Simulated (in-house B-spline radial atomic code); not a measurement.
# Sn⁺: a fraction of an electron moved 5s → 5d

How does the BHandHLYP energy of Sn⁺ change when part of an electron is moved 5s → 5d?

Method: scalar-relativistic (spin-free one-electron X2C) BHandHLYP, spin-polarised, spherical fractional occupations, Fermi nucleus, basis-set limit. Code: in-house B-spline radial atomic code version 1.

## 1. The atom as given

| Item | Value |
| --- | --- |
| element | tin (Z = 50) |
| charge | +1 |
| electrons | 49 |
| configuration | [Kr] 4d10 5s2 5p1 |
| Hamiltonian | scalar-relativistic (X2C) |
| nucleus | Fermi, rms radius 4.652 fm |

The outer shells:

[Kr] 4d10 5s2 5p1
```
[Kr] core
4d [↑↓][↑↓][↑↓][↑↓][↑↓]
5s [↑↓]
5p [↑ ][  ][  ]
```

Where spins are not typed, each open shell is filled with up spins first.

## 2. The start, at fraction 0

Settings, as recorded:

```ini
Z = 50
electrons = 49.0
configuration = [Kr] 4d10 5s2 5p1
hamiltonian = x2c
method = bhandhlyp
spin_polarised = True
nucleus = fermi
rms_radius = 4.6519
mass_number = 120
atomic_mass = 119.902202557
speed_of_light = 137.035999084
```

Results of the run (chosen fields of its result record, rounded):

```text
{
  "status": "converged",
  "scf [iteration, energy, orbital gradient]": [
    [1, -6173.59494064, 0.48],
    [2, -6174.56079109, 0.221],
    [3, -6176.21544566, 0.0245],
    [4, -6176.24057965, 0.00617],
    [5, -6176.2411089, 0.00161],
    [6, -6176.24119302, 0.000761],
    [7, -6176.24120906, 0.000133],
    [8, -6176.24120954, 1.77e-05],
    [9, -6176.24120954, 1.21e-06],
    [10, -6176.24120954, 1.99e-07]
  ],
  "energy [hartree]": {"total": -6176.24120954, "kinetic": 6504.00230714, "nuclear": -14980.3242964, "coulomb": 2466.49631225, "exact_exchange": -81.8267678389, "xc": -84.5887647231},
  "orbitals [hartree, bohr; first row names the columns]": [
    ["name", "occ", "eps", "<r>", "<r^2>", "<1/r>", "r_max"],
    ["1s up", 1.0, -1071.7559, 0.028471, 0.0011075, 55.498, 0.018086],
    ["1s down", 1.0, -1071.7548, 0.028471, 0.0011075, 55.498, 0.018086],
    ["2s up", 1.0, -163.78124, 0.12492, 0.018465, 12.594, 0.10593],
    ["2s down", 1.0, -163.78092, 0.12492, 0.018465, 12.594, 0.10593],
    ["2p up", 3.0, -147.0279, 0.10933, 0.014611, 11.7, 0.084658],
    ["2p down", 3.0, -147.02702, 0.10933, 0.014611, 11.7, 0.084658],
    ["3s up", 1.0, -32.594927, 0.33828, 0.13096, 4.4148, 0.30725],
    ["3s down", 1.0, -32.593857, 0.33827, 0.13096, 4.4148, 0.30725],
    ["3p up", 3.0, -27.038535, 0.33675, 0.13167, 4.1246, 0.30073],
    ["3p down", 3.0, -27.037045, 0.33676, 0.13168, 4.1245, 0.30073],
    ["3d up", 5.0, -18.452212, 0.31411, 0.11703, 3.8689, 0.25107],
    ["3d down", 5.0, -18.45152, 0.31411, 0.11702, 3.8689, 0.25107],
    ["4s up", 1.0, -5.715625, 0.82015, 0.7608, 1.7055, 0.74615],
    ["4s down", 1.0, -5.7128651, 0.82024, 0.76092, 1.7052, 0.74626],
    ["4p up", 3.0, -3.9881539, 0.88751, 0.89987, 1.5339, 0.78894],
    ["4p down", 3.0, -3.9850896, 0.88762, 0.89995, 1.5334, 0.78915],
    ["4d up", 5.0, -1.4434046, 1.0934, 1.4167, 1.2167, 0.88721],
    ["4d down", 5.0, -1.4400737, 1.0897, 1.4051, 1.2195, 0.88694],
    ["5s up", 1.0, -0.75009614, 2.3355, 6.1784, 0.5502, 2.0061],
    ["5s down", 1.0, -0.71039491, 2.3308, 6.163, 0.55282, 1.9957],
    ["5p up", 1.0, -0.36823332, 2.9873, 10.221, 0.42275, 2.4822]
  ],
  "sum_r [bohr^k]": {"-1": 304.9683, "1": 32.33596, "2": 45.94137}
}
```

It took 0.4 s on 1 thread, shared host.

## 3. 0.125 electron moved 5s → 5d

The settings differ from step 2 so:

```diff
@@ -2,3 +2,3 @@
 electrons = 49.0
-configuration = [Kr] 4d10 5s2 5p1
+configuration = [Kr] 4d10 5s1.875 5p1 5d0.125
 hamiltonian = x2c
```

From the record:

```text
{
  "status": "converged",
  "iterations": 10,
  "energy [hartree]": {"total": -6176.16410279, "kinetic": 6503.91751644, "nuclear": -14978.9246076, "coulomb": 2465.2220445, "exact_exchange": -81.8050699111, "xc": -84.5739861974},
  "orbitals [hartree, bohr; first row names the columns]": [
    ["name", "occ", "eps", "<r>"],
    ["1s up", 1.0, -1071.7831, 0.028471],
    ["1s down", 1.0, -1071.7816, 0.028471],
    ["2s up", 1.0, -163.80784, 0.12492],
    ["2s down", 1.0, -163.80714, 0.12492],
    ["2p up", 3.0, -147.05453, 0.10933],
    ["2p down", 3.0, -147.05345, 0.10933],
    ["3s up", 1.0, -32.621613, 0.33828],
    ["3s down", 1.0, -32.619868, 0.33828],
    ["3p up", 3.0, -27.065201, 0.33675],
    ["3p down", 3.0, -27.063348, 0.33676],
    ["3d up", 5.0, -18.47883, 0.31411],
    ["3d down", 5.0, -18.477924, 0.3141],
    ["4s up", 1.0, -5.7424946, 0.82013],
    ["4s down", 1.0, -5.7381928, 0.82033],
    ["4p up", 3.0, -4.0149635, 0.88748],
    ["4p down", 3.0, -4.0110647, 0.88744],
    ["4d up", 5.0, -1.4699459, 1.0928],
    ["4d down", 5.0, -1.46544, 1.0885],
    ["5s up", 1.0, -0.77194139, 2.3217],
    ["5s down", 0.875, -0.7061067, 2.3296],
    ["5p up", 1.0, -0.38558125, 2.9523],
    ["5d up", 0.125, -0.09580613, 6.3447]
  ],
  "sum_r [bohr^k]": {"-1": 304.9402, "1": 32.77798, "2": 50.71429},
  "energy_minus_base [hartree]": 0.0771067574
}
```

Wall time 0.29 s (1 thread, shared host).

energy_minus_base is the energy less that of the reference run.

## 4. 0.25 electron moved 5s → 5d

The settings differ from step 3 so:

```diff
@@ -2,3 +2,3 @@
 electrons = 49.0
-configuration = [Kr] 4d10 5s1.875 5p1 5d0.125
+configuration = [Kr] 4d10 5s1.75 5p1 5d0.25
 hamiltonian = x2c
```

From the record:

```text
{
  "status": "converged",
  "iterations": 10,
  "energy [hartree]": {"total": -6176.08864009, "kinetic": 6503.8342453, "nuclear": -14977.592629, "coulomb": 2464.01663701, "exact_exchange": -81.7867781171, "xc": -84.5601153233},
  "orbitals [hartree, bohr; first row names the columns]": [
    ["name", "occ", "eps", "<r>"],
    ["1s up", 1.0, -1071.809, 0.028471],
    ["1s down", 1.0, -1071.807, 0.028471],
    ["2s up", 1.0, -163.83306, 0.12492],
    ["2s down", 1.0, -163.83197, 0.12492],
    ["2p up", 3.0, -147.07977, 0.10933],
    ["2p down", 3.0, -147.07849, 0.10933],
    ["3s up", 1.0, -32.64692, 0.33827],
    ["3s down", 1.0, -32.644497, 0.33828],
    ["3p up", 3.0, -27.090491, 0.33675],
    ["3p down", 3.0, -27.088269, 0.33676],
    ["3d up", 5.0, -18.504075, 0.31411],
    ["3d down", 5.0, -18.502943, 0.3141],
    ["4s up", 1.0, -5.7680036, 0.8201],
    ["4s down", 1.0, -5.7621281, 0.82041],
    ["4p up", 3.0, -4.0404158, 0.88744],
    ["4p down", 3.0, -4.0356521, 0.88726],
    ["4d up", 5.0, -1.4951256, 1.0922],
    ["4d down", 5.0, -1.4894349, 1.0872],
    ["5s up", 1.0, -0.79249281, 2.3089],
    ["5s down", 0.75, -0.70064324, 2.3287],
    ["5p up", 1.0, -0.40191114, 2.92],
    ["5d up", 0.25, -0.10363153, 6.0865]
  ],
  "sum_r [bohr^k]": {"-1": 304.9134, "1": 33.15989, "2": 54.5491},
  "energy_minus_base [hartree]": 0.152569457
}
```

It took 0.28 s on 1 thread, shared host.

## 5. 0.375 electron moved 5s → 5d

The settings differ from step 4 so:

```diff
@@ -2,3 +2,3 @@
 electrons = 49.0
-configuration = [Kr] 4d10 5s1.75 5p1 5d0.25
+configuration = [Kr] 4d10 5s1.625 5p1 5d0.375
 hamiltonian = x2c
```

From the record:

```text
{
  "status": "converged",
  "iterations": 10,
  "energy [hartree]": {"total": -6176.01487466, "kinetic": 6503.75254258, "nuclear": -14976.3226957, "coulomb": 2462.87421911, "exact_exchange": -81.7719281484, "xc": -84.5470125334},
  "orbitals [hartree, bohr; first row names the columns]": [
    ["name", "occ", "eps", "<r>"],
    ["1s up", 1.0, -1071.8336, 0.028471],
    ["1s down", 1.0, -1071.8312, 0.028471],
    ["2s up", 1.0, -163.85702, 0.12492],
    ["2s down", 1.0, -163.85552, 0.12492],
    ["2p up", 3.0, -147.10376, 0.10933],
    ["2p down", 3.0, -147.10226, 0.10933],
    ["3s up", 1.0, -32.670964, 0.33827],
    ["3s down", 1.0, -32.667858, 0.33828],
    ["3p up", 3.0, -27.114518, 0.33675],
    ["3p down", 3.0, -27.111923, 0.33676],
    ["3d up", 5.0, -18.528062, 0.31411],
    ["3d down", 5.0, -18.526691, 0.3141],
    ["4s up", 1.0, -5.7922681, 0.82008],
    ["4s down", 1.0, -5.7847858, 0.8205],
    ["4p up", 3.0, -4.0646268, 0.88741],
    ["4p down", 3.0, -4.0589659, 0.88708],
    ["4d up", 5.0, -1.5190589, 1.0916],
    ["4d down", 5.0, -1.5121762, 1.0861],
    ["5s up", 1.0, -0.81186437, 2.297],
    ["5s down", 0.625, -0.6941828, 2.3281],
    ["5p up", 1.0, -0.4173379, 2.8907],
    ["5d up", 0.375, -0.11104654, 5.8576]
  ],
  "sum_r [bohr^k]": {"-1": 304.8879, "1": 33.49277, "2": 57.6682},
  "energy_minus_base [hartree]": 0.226334884
}
```

Run time: 0.29 s. Hardware: 1 thread, shared host.

## 6. 0.5 electron moved 5s → 5d

The settings differ from step 5 so:

```diff
@@ -2,3 +2,3 @@
 electrons = 49.0
-configuration = [Kr] 4d10 5s1.625 5p1 5d0.375
+configuration = [Kr] 4d10 5s1.5 5p1 5d0.5
 hamiltonian = x2c
```

From the record:

```text
{
  "status": "converged",
  "iterations": 10,
  "energy [hartree]": {"total": -6175.94287918, "kinetic": 6503.67248291, "nuclear": -14975.1087256, "coulomb": 2461.78848181, "exact_exchange": -81.7605506332, "xc": -84.5345677085},
  "orbitals [hartree, bohr; first row names the columns]": [
    ["name", "occ", "eps", "<r>"],
    ["1s up", 1.0, -1071.8571, 0.028471],
    ["1s down", 1.0, -1071.8542, 0.028471],
    ["2s up", 1.0, -163.87984, 0.12492],
    ["2s down", 1.0, -163.87792, 0.12492],
    ["2p up", 3.0, -147.12661, 0.10933],
    ["2p down", 3.0, -147.12487, 0.10933],
    ["3s up", 1.0, -32.693869, 0.33827],
    ["3s down", 1.0, -32.690077, 0.33829],
    ["3p up", 3.0, -27.137408, 0.33675],
    ["3p down", 3.0, -27.134435, 0.33676],
    ["3d up", 5.0, -18.550916, 0.31411],
    ["3d down", 5.0, -18.549293, 0.3141],
    ["4s up", 1.0, -5.8154134, 0.82006],
    ["4s down", 1.0, -5.8062902, 0.82058],
    ["4p up", 3.0, -4.0877211, 0.88737],
    ["4p down", 3.0, -4.0811298, 0.88691],
    ["4d up", 5.0, -1.5418696, 1.091],
    ["4d down", 5.0, -1.5337915, 1.0849],
    ["5s up", 1.0, -0.83018679, 2.2859],
    ["5s down", 0.5, -0.68691731, 2.3276],
    ["5p up", 1.0, -0.43197951, 2.8641],
    ["5d up", 0.5, -0.11821105, 5.6564]
  ],
  "sum_r [bohr^k]": {"-1": 304.8635, "1": 33.7863, "2": 60.24867},
  "energy_minus_base [hartree]": 0.298330363
}
```

Wall time 0.3 s (1 thread, shared host).

## 7. 0.625 electron moved 5s → 5d

The settings differ from step 6 so:

```diff
@@ -2,3 +2,3 @@
 electrons = 49.0
-configuration = [Kr] 4d10 5s1.5 5p1 5d0.5
+configuration = [Kr] 4d10 5s1.375 5p1 5d0.625
 hamiltonian = x2c
```

From the record:

```text
{
  "status": "converged",
  "iterations": 10,
  "energy [hartree]": {"total": -6175.87271722, "kinetic": 6503.59412985, "nuclear": -14973.9456187, "coulomb": 2460.75412009, "exact_exchange": -81.7526684057, "xc": -84.5226800958},
  "orbitals [hartree, bohr; first row names the columns]": [
    ["name", "occ", "eps", "<r>"],
    ["1s up", 1.0, -1071.8795, 0.028471],
    ["1s down", 1.0, -1071.8763, 0.028471],
    ["2s up", 1.0, -163.90163, 0.12492],
    ["2s down", 1.0, -163.89928, 0.12492],
    ["2p up", 3.0, -147.14842, 0.10933],
    ["2p down", 3.0, -147.14645, 0.10933],
    ["3s up", 1.0, -32.71574, 0.33827],
    ["3s down", 1.0, -32.711258, 0.33829],
    ["3p up", 3.0, -27.159266, 0.33675],
    ["3p down", 3.0, -27.155909, 0.33676],
    ["3d up", 5.0, -18.572743, 0.31411],
    ["3d down", 5.0, -18.570854, 0.3141],
    ["4s up", 1.0, -5.8375445, 0.82004],
    ["4s down", 1.0, -5.8267458, 0.82067],
    ["4p up", 3.0, -4.1098033, 0.88732],
    ["4p down", 3.0, -4.1022472, 0.88675],
    ["4d up", 5.0, -1.5636606, 1.0904],
    ["4d down", 5.0, -1.5543887, 1.0839],
    ["5s up", 1.0, -0.84757377, 2.2757],
    ["5s down", 0.375, -0.67901795, 2.3273],
    ["5p up", 1.0, -0.44593774, 2.8398],
    ["5d up", 0.625, -0.12520112, 5.4785]
  ],
  "sum_r [bohr^k]": {"-1": 304.8401, "1": 34.04768, "2": 62.41432},
  "energy_minus_base [hartree]": 0.368492323
}
```

It took 0.31 s on 1 thread, shared host.

## 8. 0.75 electron moved 5s → 5d

The settings differ from step 7 so:

```diff
@@ -2,3 +2,3 @@
 electrons = 49.0
-configuration = [Kr] 4d10 5s1.375 5p1 5d0.625
+configuration = [Kr] 4d10 5s1.25 5p1 5d0.75
 hamiltonian = x2c
```

From the record:

```text
{
  "status": "converged",
  "iterations": 10,
  "energy [hartree]": {"total": -6175.80444014, "kinetic": 6503.51752663, "nuclear": -14972.829192, "coulomb": 2459.76677704, "exact_exchange": -81.7482979539, "xc": -84.5112538189},
  "orbitals [hartree, bohr; first row names the columns]": [
    ["name", "occ", "eps", "<r>"],
    ["1s up", 1.0, -1071.901, 0.028471],
    ["1s down", 1.0, -1071.8973, 0.028471],
    ["2s up", 1.0, -163.92247, 0.12492],
    ["2s down", 1.0, -163.91968, 0.12492],
    ["2p up", 3.0, -147.16929, 0.10933],
    ["2p down", 3.0, -147.16707, 0.10933],
    ["3s up", 1.0, -32.736663, 0.33827],
    ["3s down", 1.0, -32.731489, 0.33829],
    ["3p up", 3.0, -27.180179, 0.33675],
    ["3p down", 3.0, -27.176434, 0.33675],
    ["3d up", 5.0, -18.593629, 0.31411],
    ["3d down", 5.0, -18.591459, 0.3141],
    ["4s up", 1.0, -5.8587471, 0.82001],
    ["4s down", 1.0, -5.846238, 0.82076],
    ["4p up", 3.0, -4.1309584, 0.88727],
    ["4p down", 3.0, -4.1224026, 0.88659],
    ["4d up", 5.0, -1.5845159, 1.0898],
    ["4d down", 5.0, -1.5740565, 1.0829],
    ["5s up", 1.0, -0.86412444, 2.2662],
    ["5s down", 0.25, -0.67062544, 2.3269],
    ["5p up", 1.0, -0.45930269, 2.8174],
    ["5d up", 0.75, -0.13206384, 5.3199]
  ],
  "sum_r [bohr^k]": {"-1": 304.8177, "1": 34.28222, "2": 64.25224},
  "energy_minus_base [hartree]": 0.436769407
}
```

Run time: 0.29 s. Hardware: 1 thread, shared host.

## 9. 0.875 electron moved 5s → 5d

The settings differ from step 8 so:

```diff
@@ -2,3 +2,3 @@
 electrons = 49.0
-configuration = [Kr] 4d10 5s1.25 5p1 5d0.75
+configuration = [Kr] 4d10 5s1.125 5p1 5d0.875
 hamiltonian = x2c
```

From the record:

```text
{
  "status": "converged",
  "iterations": 10,
  "energy [hartree]": {"total": -6175.73809008, "kinetic": 6503.44269447, "nuclear": -14971.7560648, "coulomb": 2458.82293307, "exact_exchange": -81.7474530902, "xc": -84.500199701},
  "orbitals [hartree, bohr; first row names the columns]": [
    ["name", "occ", "eps", "<r>"],
    ["1s up", 1.0, -1071.9217, 0.028471],
    ["1s down", 1.0, -1071.9175, 0.028471],
    ["2s up", 1.0, -163.94243, 0.12492],
    ["2s down", 1.0, -163.93919, 0.12492],
    ["2p up", 3.0, -147.18929, 0.10933],
    ["2p down", 3.0, -147.1868, 0.10933],
    ["3s up", 1.0, -32.75671, 0.33827],
    ["3s down", 1.0, -32.750841, 0.3383],
    ["3p up", 3.0, -27.200217, 0.33675],
    ["3p down", 3.0, -27.196077, 0.33675],
    ["3d up", 5.0, -18.613646, 0.31411],
    ["3d down", 5.0, -18.61118, 0.3141],
    ["4s up", 1.0, -5.8790899, 0.81999],
    ["4s down", 1.0, -5.8648356, 0.82085],
    ["4p up", 3.0, -4.1512546, 0.88722],
    ["4p down", 3.0, -4.141664, 0.88643],
    ["4d up", 5.0, -1.6045022, 1.0892],
    ["4d down", 5.0, -1.5928673, 1.082],
    ["5s up", 1.0, -0.8799285, 2.2575],
    ["5s down", 0.125, -0.66181537, 2.3261],
    ["5p up", 1.0, -0.47215824, 2.7969],
    ["5d up", 0.875, -0.1388336, 5.1771]
  ],
  "sum_r [bohr^k]": {"-1": 304.7961, "1": 34.49385, "2": 65.82426},
  "energy_minus_base [hartree]": 0.503119465
}
```

Wall time 0.29 s (1 thread, shared host).

## 10. 1 electron moved 5s → 5d

The settings differ from step 9 so:

```diff
@@ -2,3 +2,3 @@
 electrons = 49.0
-configuration = [Kr] 4d10 5s1.125 5p1 5d0.875
+configuration = [Kr] 4d10 5s1 5p1 5d1
 hamiltonian = x2c
```

From the record:

```text
{
  "status": "converged",
  "iterations": 10,
  "energy [hartree]": {"total": -6175.67371687, "kinetic": 6503.36963697, "nuclear": -14970.7235946, "coulomb": 2457.9198541, "exact_exchange": -81.7501594387, "xc": -84.4894538653},
  "orbitals [hartree, bohr; first row names the columns]": [
    ["name", "occ", "eps", "<r>"],
    ["1s up", 1.0, -1071.9415, 0.028471],
    ["1s down", 1.0, -1071.9369, 0.028471],
    ["2s up", 1.0, -163.96157, 0.12492],
    ["2s down", 1.0, -163.95787, 0.12492],
    ["2p up", 3.0, -147.20846, 0.10933],
    ["2p down", 3.0, -147.2057, 0.10933],
    ["3s up", 1.0, -32.775933, 0.33827],
    ["3s down", 1.0, -32.769367, 0.3383],
    ["3p up", 3.0, -27.219433, 0.33675],
    ["3p down", 3.0, -27.214894, 0.33675],
    ["3d up", 5.0, -18.632845, 0.31411],
    ["3d down", 5.0, -18.630069, 0.31409],
    ["4s up", 1.0, -5.8986258, 0.81996],
    ["4s down", 1.0, -5.8825934, 0.82094],
    ["4p up", 3.0, -4.1707445, 0.88717],
    ["4p down", 3.0, -4.1600868, 0.88628],
    ["4d up", 5.0, -1.6236728, 1.0886],
    ["4d down", 5.0, -1.6108787, 1.0812],
    ["5s up", 1.0, -0.89507466, 2.2494],
    ["5p up", 1.0, -0.48458938, 2.7778],
    ["5d up", 1.0, -0.14553952, 5.0472]
  ],
  "sum_r [bohr^k]": {"-1": 304.7753, "1": 34.68551, "2": 67.1746},
  "energy_minus_base [hartree]": 0.567492673
}
```

It took 0.29 s on 1 thread, shared host.

## 11. Energy against the fraction

| fraction | energy change (eV) | less the straight line (eV) | level 5s down (eV) | level 5d up (eV) | sum of <r²> (bohr²) |
| --- | --- | --- | --- | --- | --- |
| 0 | 0.0000 | 0.0000 | -19.331 | empty | 45.941 |
| 0.125 | 2.0982 | 0.1679 | -19.214 | -2.607 | 50.714 |
| 0.25 | 4.1516 | 0.2911 | -19.065 | -2.820 | 54.549 |
| 0.375 | 6.1589 | 0.3680 | -18.890 | -3.022 | 57.668 |
| 0.5 | 8.1180 | 0.3969 | -18.692 | -3.217 | 60.249 |
| 0.625 | 10.0272 | 0.3758 | -18.477 | -3.407 | 62.414 |
| 0.75 | 11.8851 | 0.3034 | -18.249 | -3.594 | 64.252 |
| 0.875 | 13.6906 | 0.1786 | -18.009 | -3.778 | 65.824 |
| 1 | 15.4423 | 0.0000 | empty | -3.960 | 67.175 |

**Reading.** From fraction 0 to 1 the energy changes by 15.442 eV. It bulges over the straight line by up to 0.40 eV (at 0.5). Slater's transition state, the slope from the orbital energies at fraction 0.5 (Janak's theorem), gives 15.475 eV for the whole step. Here exact exchange is taken at spherical fractional occupations, which leaves self-interaction in open p, d and f shells; that spoils the energies somewhat, at whole numbers too.
